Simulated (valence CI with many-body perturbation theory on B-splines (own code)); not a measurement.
# Levels and ionisation energy of Pt⁴⁶⁺

Aim: the low levels of Pt⁴⁶⁺, its ionisation energy, and how pure its levels are, set against NIST.

Method: configuration interaction of the valence electrons, many-body perturbation theory for a frozen closed Dirac-Fock core, no-pair Dirac Hamiltonian, B-spline basis. Code: an in-house CI+MBPT code version 3.

## Step 1: What is computed

- element: platinum (Z = 78, A = 195)
- charge: +46
- frozen core: [Ar] 3d10
- start configuration of the valence electrons: 4s2 4p2
- nuclear rms radius: 5.4270 fm

## Step 2: The run

The run's settings:

```ini
atom Pt  Z=78  mass_number=195  rms_radius_fm=5.4270
core [Ar] 3d10
valence 4s2 4p2
avg = 1
basis = L
breit = 1
cap = 40000
capref = 1200
cscale = 1
de = 0.0
dress = 0
eps = 2e-08
h = 0.27
hh = 1
l2 = 3
lcore = 6
maxit = 60
n2 = 5
natural = 1
nlev = 60
nno = [7, 7, 6, 5, 4, 2, 1]
nroot = 26
nsp = [4, 4, 3, 2, 1, 0, 0]
pt2 = 1
qed = 1
rpa = 1
s1 = 1
s2 = 1
s3 = 1
screen = 1
tol = 2e-05
```

Started as:

```sh
$ python run_cv.py task.json out
```

task.json holds these settings.

The log of the run:

```text
rmax 3.2 intervals 57 orbitals 81 references ['4s2 4p2', '4s 4p3', '4s2 4p 4d', '4p4', '4s 4p2 4d'] scf 3
2J=1 par=1 roots 2 ref 23 generators 6 cand 6488/9957 P 1715/2533 nnz 1.2e+06 it 5
2J=1 par=1 roots 2 ref 23 generators 9 cand 4792/7447 P 2326/3494 nnz 2e+06 it 4
   second order: generators 15 cand 7638/11691 e2 -0.00002 -0.00001
reference levels 694, estimated 214, window 4596108 1/cm; series limit 13407556, core excitation 14878617
2J=0 par=0 roots 7 ref 34 generators 18 cand 25295/47848 P 5138/7999 nnz 4.5e+06 it 5
2J=0 par=0 roots 7 ref 34 generators 27 cand 25908/53363 P 9362/15714 nnz 1.4e+07 it 6
   second order: generators 36 cand 27785/60682 e2 -0.00006 -0.00000
2J=2 par=0 roots 10 ref 70 generators 14 cand 24782/112215 P 2397/7998 nnz 6.1e+06 it 9
2J=2 par=0 roots 10 ref 70 generators 26 cand 31605/157036 P 9200/35635 nnz 8.5e+07 it 8
   second order: generators 31 cand 27713/142318 e2 -0.00010 -0.00002
2J=4 par=0 roots 15 ref 106 generators 25 cand 32495/206699 P 2395/7995 nnz 5.9e+06 it 7
2J=4 par=0 roots 15 ref 106 generators 39 cand 35224/242826 P 9305/39999 nnz 9.8e+07 it 8
   second order: generators 53 cand 35288/273648 e2 -0.00037 -0.00006
2J=4 par=1 roots 9 ref 57 generators 18 cand 25246/141323 P 2306/7999 nnz 6.2e+06 it 7
2J=4 par=1 roots 9 ref 57 generators 29 cand 33768/233758 P 9230/39403 nnz 9.9e+07 it 8
   second order: generators 53 cand 35262/265301 e2 -0.00015 -0.00003
2J=2 par=1 roots 8 ref 44 generators 18 cand 26208/116201 P 2877/7997 nnz 5.9e+06 it 5
2J=2 par=1 roots 8 ref 44 generators 30 cand 29908/147758 P 8883/30009 nnz 6e+07 it 6
   second order: generators 45 cand 28203/148510 e2 -0.00014 -0.00003
2J=6 par=1 roots 5 ref 53 generators 17 cand 31263/219626 P 2385/7991 nnz 5.9e+06 it 5
2J=6 par=1 roots 5 ref 53 generators 28 cand 34010/270061 P 8538/37607 nnz 9.1e+07 it 6
   second order: generators 42 cand 33444/285899 e2 -0.00018 -0.00007
2J=0 par=1 roots 3 ref 16 generators 10 cand 18723/33470 P 4557/7255 nnz 4.3e+06 it 4
2J=0 par=1 roots 3 ref 16 generators 17 cand 18752/36774 P 6455/10434 nnz 7.7e+06 it 5
   second order: generators 26 cand 25871/52974 e2 -0.00006 -0.00002
2J=6 par=0 roots 11 ref 96 generators 17 cand 32757/246583 P 2026/7997 nnz 6.3e+06 it 8
2J=6 par=0 roots 11 ref 96 generators 29 cand 34215/269806 P 7911/39998 nnz 9.9e+07 it 10
   second order: generators 45 cand 40798/355317 e2 -0.00060 -0.00017
2J=8 par=1 roots 2 ref 37 generators 7 cand 24484/162427 P 2020/8000 nnz 6.4e+06 it 5
2J=8 par=1 roots 2 ref 37 generators 11 cand 28876/203006 P 5271/23864 nnz 4.8e+07 it 5
   second order: generators 25 cand 35579/302512 e2 -0.00016 -0.00009
2J=8 par=0 roots 6 ref 82 generators 12 cand 25929/176014 P 2298/7999 nnz 6.1e+06 it 5
2J=8 par=0 roots 6 ref 82 generators 29 cand 32999/267064 P 8137/39999 nnz 1e+08 it 9
   second order: generators 37 cand 32785/298397 e2 -0.00037 -0.00009
2J=10 par=0 roots 2 ref 47 generators 5 cand 15722/111498 P 2100/7993 nnz 7.8e+06 it 4
2J=10 par=0 roots 2 ref 47 generators 13 cand 23700/171351 P 5103/24325 nnz 5.7e+07 it 5
   second order: generators 23 cand 31716/255302 e2 -0.00011 -0.00011
left out: unestimated 6639185, estimated 4961605, shifts from estimates -11 to 105
```

It took 3.4 min on 1 thread of Arm Neoverse V1, shared host; peak memory 1.1 GiB.

In the log, the blocks before «reference levels» are the next ion; each later block is one J and parity (par 1 is odd): roots sought, reference size, generators, candidates and the variational space P (configurations/state functions), Hamiltonian entries, Davidson iterations; e2 is the second-order remainder in hartree. Σ1, Σ2 and Σ3 are the one-, two- and three-electron terms by which the core's correlation enters. In the settings nsp and nno count spectroscopic and correlating orbitals by l, and s1, s2, s3 switch or scale the Σ terms.

## Step 3: Energy levels

Levels from the run's result record, above the lowest; ° marks odd parity; each level is named by its leading configuration and LS term. The first 32 of 68 are listed.

| # | level | configuration weight | term weight | energy (eV) | g | lifetime (s) |
| --- | --- | --- | --- | --- | --- | --- |
| 0 | 4s2 4p2 ³P0 | 0.99 | 0.70 | 0.00 | - | - |
| 1 | 4s2 4p2 ³P1 | 0.99 | 1.00 | 122.69 | 1.496 | 8.44e-08 |
| 2 | 4s2 4p2 ¹D2 | 0.99 | 0.64 | 127.32 | 1.173 | 2.18e-06 |
| 3 | 4s 4p3 ³P°2 | 0.98 | 0.47 | 229.24 | 1.553 | 3.61e-11 |
| 4 | 4s 4p3 ³D°1 | 0.95 | 0.37 | 245.07 | 1.075 | 1.82e-12 |
| 5 | 4s2 4p2 ³P2 | 0.99 | 0.64 | 253.53 | 1.316 | 4.48e-08 |
| 6 | 4s2 4p2 ¹S0 | 0.99 | 0.70 | 263.52 | - | 3.78e-08 |
| 7 | 4s2 4p 4d ³F°2 | 0.98 | 0.74 | 289.99 | 0.760 | 5.74e-11 |
| 8 | 4s2 4p 4d ³D°1 | 0.94 | 0.51 | 309.92 | 0.855 | 4.28e-13 |
| 9 | 4s2 4p 4d ³P°2 | 0.86 | 0.39 | 324.99 | 1.337 | 3.70e-12 |
| 10 | 4s2 4p 4d ³F°3 | 0.94 | 0.51 | 326.71 | 1.129 | 4.42e-12 |
| 11 | 4s 4p3 ³D°2 | 0.86 | 0.49 | 350.77 | 1.491 | 2.16e-12 |
| 12 | 4s 4p3 ³D°3 | 0.91 | 0.92 | 358.94 | 1.306 | 3.52e-12 |
| 13 | 4s 4p3 ³P°0 | 0.96 | 1.00 | 364.36 | - | 2.60e-12 |
| 14 | 4s 4p3 ³P°1 | 0.95 | 0.49 | 372.02 | 1.286 | 1.48e-12 |
| 15 | 4s 4p3 ¹D°2 | 0.92 | 0.71 | 374.38 | 1.089 | 9.98e-13 |
| 16 | 4s 4p3 ³S°1 | 0.97 | 0.38 | 376.00 | 1.359 | 7.57e-13 |
| 17 | 4s 4p2 4d ⁵F1 | 1.00 | 0.42 | 397.83 | 0.429 | 1.52e-11 |
| 18 | 4s 4p2 4d ³D2 | 0.99 | 0.29 | 401.62 | 1.150 | 1.56e-11 |
| 19 | 4s2 4p 4d ³D°2 | 0.92 | 0.52 | 429.90 | 1.049 | 4.88e-13 |
| 20 | 4s2 4p 4d ³P°1 | 0.94 | 0.56 | 431.64 | 1.121 | 5.67e-13 |
| 21 | 4s 4p2 4d ³D3 | 0.99 | 0.33 | 431.81 | 1.355 | 3.16e-12 |
| 22 | 4s2 4p 4d ³P°0 | 0.95 | 1.00 | 432.07 | - | 5.97e-13 |
| 23 | 4s2 4p 4d ³F°3 | 0.98 | 0.43 | 432.26 | 1.107 | 6.37e-13 |
| 24 | 4s 4p2 4d ³F2 | 0.95 | 0.28 | 439.75 | 1.040 | 3.28e-12 |
| 25 | 4s2 4p 4d ³F°4 | 0.99 | 1.00 | 446.10 | 1.245 | 9.64e-08 |
| 26 | 4s2 4p 4d ³P°2 | 0.90 | 0.47 | 449.43 | 1.266 | 7.38e-12 |
| 27 | 4s2 4p 4d ³D°3 | 0.97 | 0.58 | 465.70 | 1.187 | 1.07e-12 |
| 28 | 4s2 4p 4d ¹P°1 | 0.95 | 0.64 | 468.29 | 1.085 | 1.82e-12 |
| 29 | 4p4 ³P2 | 0.83 | 0.59 | 481.42 | 1.278 | 1.10e-12 |
| 30 | 4p4 ¹S0 | 0.88 | 0.62 | 488.73 | - | 1.26e-12 |
| 31 | 4s 4p3 ³P°2 | 0.91 | 0.51 | 495.17 | 1.414 | 9.46e-13 |

## Step 4: What each term adds

The same run repeats the diagonalisation with simpler Hamiltonians; each column adds a term to the one before, and the last is the full result. Excitation energies in eV:

```tsv
level	valence CI alone	+ Σ1	+ Σ2	+ Σ3	+ Breit	full, with QED
4s2 4p2 ³P1	123.46	123.76	123.99	124.01	122.56	122.69
4s2 4p2 ¹D2	128.21	128.51	128.69	128.69	127.19	127.32
4s 4p3 ³P°2	230.41	230.58	230.90	230.93	230.64	229.24
4s 4p3 ³D°1	246.83	247.00	246.72	246.74	246.43	245.07
4s2 4p2 ³P2	255.19	255.79	256.17	256.18	253.27	253.53
4s2 4p2 ¹S0	265.27	265.87	266.11	266.10	263.26	263.52
4s2 4p 4d ³F°2	291.92	291.96	292.05	292.09	290.17	289.99
4s2 4p 4d ³D°1	312.90	312.96	311.97	311.96	310.16	309.92
ionisation energy (eV)	2539.71	2541.64	2541.92	2541.76	2538.39	2538.35
```

## Step 5: Lines

Listed are the E1 lines of largest gf, the fastest ones to the lowest level and a few forbidden lines. Rates are at computed energies, electric ones in the length gauge, E1 and E2 with static core polarisation; wavelengths are in vacuum.

```tsv
upper	lower	type	λ (nm)	A (1/s)	branching
28: 4s2 4p 4d ¹P°1	0: 4s2 4p2 ³P0	E1	2.648	2.37e+09	0.00
14: 4s 4p3 ³P°1	0: 4s2 4p2 ³P0	E1	3.333	9.47e+09	0.01
8: 4s2 4p 4d ³D°1	0: 4s2 4p2 ³P0	E1	4.001	2.33e+12	1.00
45: 4s 4p2 4d ³D2	3: 4s 4p3 ³P°2	E1	4.040	1.75e+12	0.93
43: 4s 4p2 4d ⁵P3	3: 4s 4p3 ³P°2	E1	4.056	1.42e+12	0.93
23: 4s2 4p 4d ³F°3	2: 4s2 4p2 ¹D2	E1	4.066	1.57e+12	1.00
48: 4s 4p2 4d ³G3	7: 4s2 4p 4d ³F°2	E1	4.916	1.31e+12	0.96
54: 4s 4p2 4d ³F2	8: 4s2 4p 4d ³D°1	E1	5.009	1.03e+12	0.39
15: 4s 4p3 ¹D°2	2: 4s2 4p2 ¹D2	E1	5.018	9.74e+11	0.97
4: 4s 4p3 ³D°1	0: 4s2 4p2 ³P0	E1	5.059	4.95e+11	0.90
31: 4s 4p3 ³P°2	5: 4s2 4p2 ³P2	E1	5.131	1.05e+12	1.00
59: 4s 4p2 4d ³D3	11: 4s 4p3 ³D°2	E1	5.678	6.07e+11	0.50
27: 4s2 4p 4d ³D°3	5: 4s2 4p2 ³P2	E1	5.844	9.05e+11	0.97
60: 4s 4p2 4d ³F4	12: 4s 4p3 ³D°3	E1	5.878	5.00e+11	0.55
65: 4s 4p2 4d ¹F3	15: 4s 4p3 ¹D°2	E1	6.046	5.70e+11	0.43
25: 4s2 4p 4d ³F°4	9: 4s2 4p 4d ³P°2	E2	10.24	2.45e+05	0.02
25: 4s2 4p 4d ³F°4	10: 4s2 4p 4d ³F°3	M1	10.38	8.91e+06	0.86
25: 4s2 4p 4d ³F°4	10: 4s2 4p 4d ³F°3	E2	10.38	1.62e+05	0.02
25: 4s2 4p 4d ³F°4	12: 4s 4p3 ³D°3	M1	14.22	4.50e+05	0.04
```

## Step 6: Results

```
                                  quantity                computed                            tabulated
                              lowest level             4s2 4p2 ³P0                              4p2 ³P0
                          first excitation  4s2 4p2 ³P1, 122.69 eV                                    -
  ionisation energy, to 4s2 4p ²P° J = 1/2               2538.4 eV  2536 ± 4 eV (tabulated theoretical)
 dipole polarisability of the lowest level           0.02222 bohr³                                    -
no level missing from the run's list below               615.16 eV                                    -
```

The ionisation energy is 2.4 eV (0.09 %) above the NIST entry, whose uncertainty is 4 eV. Of the added terms Breit moves the ionisation energy most, by -3.38 eV. The lowest level is 100 % 4s2 4p2, but only 70 % ³P beside 30 % ¹S, so its LS name says little. Cautions: by estimate large intervals hold to a few tenths of a per cent, small ones and the rates on them less well.
